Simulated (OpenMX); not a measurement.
Runs of OpenMX 3.8.5 on MoSe. It takes space group Fm-3m (No. 225, cubic). Conventional cell: a = 5.786 Å, b = 5.786 Å, c = 5.786 Å, α = 90.00°, β = 90.00°, γ = 90.00°. Around Mo (site symmetry m-3m) lie 6 Se at 2.89 Å. Se (site symmetry m-3m) is surrounded by 6 Mo at 2.89 Å. The cell was built by a generator and needn't be a form met in nature.

| task | level | potentials or basis | spin | cell | k mesh | SCF threshold | max SCF cycles | optimiser | force threshold | max steps of the ions | mesh quality | pressure (GPa) | moment (μB) |
| --- | --- | --- | --- | --- | --- | --- | --- | --- | --- | --- | --- | --- | --- |
| band structure | PBE | OpenMX 2013 PBE set, Mo7.0-s3p2d2, Se7.0-s3p2d2, grid cutoff 400 Ry | off | as given | 7 × 7 × 7 | 1e-08 Ha | 100 | - | - | - | not flagged | -19.5 | - |
| band structure | PBE | OpenMX 2013 PBE set, Mo7.0-s3p2d2, Se7.0-s3p2d2, grid cutoff 400 Ry | non-collinear, zero start, SOC | as given | 5 × 5 × 5 | 1e-07 Ha | 160 | - | - | - | coarse | - | 0.00 |
| band structure | LDA | OpenMX 2013 LDA set, Mo7.0-s3p2d2, Se7.0-s3p2d2, grid cutoff 400 Ry | off | as given | 7 × 7 × 7 | 1e-08 Ha | 100 | - | - | - | not flagged | (a) | - |
| relaxation of cell and atoms | PBE | OpenMX 2013 PBE set, Mo7.0-s3p2d1, Se7.0-s3p2d1, grid cutoff 400 Ry | off | relaxed from: as made, not relaxed: species swapped into the LuSb type (Fm-3m, No. 225) | 5 × 5 × 5 | 1e-08 Ha | 100 | RFC5 | 1.0e-3 Ha/bohr | 30 | coarse | 0.0 | - |
| band structure | PBE | OpenMX 2013 PBE set, Mo7.0-s3p2d2, Se7.0-s3p2d2, grid cutoff 400 Ry | non-collinear, zero start | as given | 5 × 5 × 5 | 1e-07 Ha | 160 | - | - | - | coarse | - | 0.00 |

Alike in all rows: smearing fermi-dirac 0.05 eV.

**Question.** Fill in the values left out.

**Answer.** (a) -24.6.

Caveats: some runs use coarse meshes; the basis of atomic orbitals isn't converged, which shifts pressures, moduli and gaps; total energies with and without spin-orbit coupling shouldn't be compared in this program (some runs); the energies along the path lack the entropy term of the smearing (some runs).
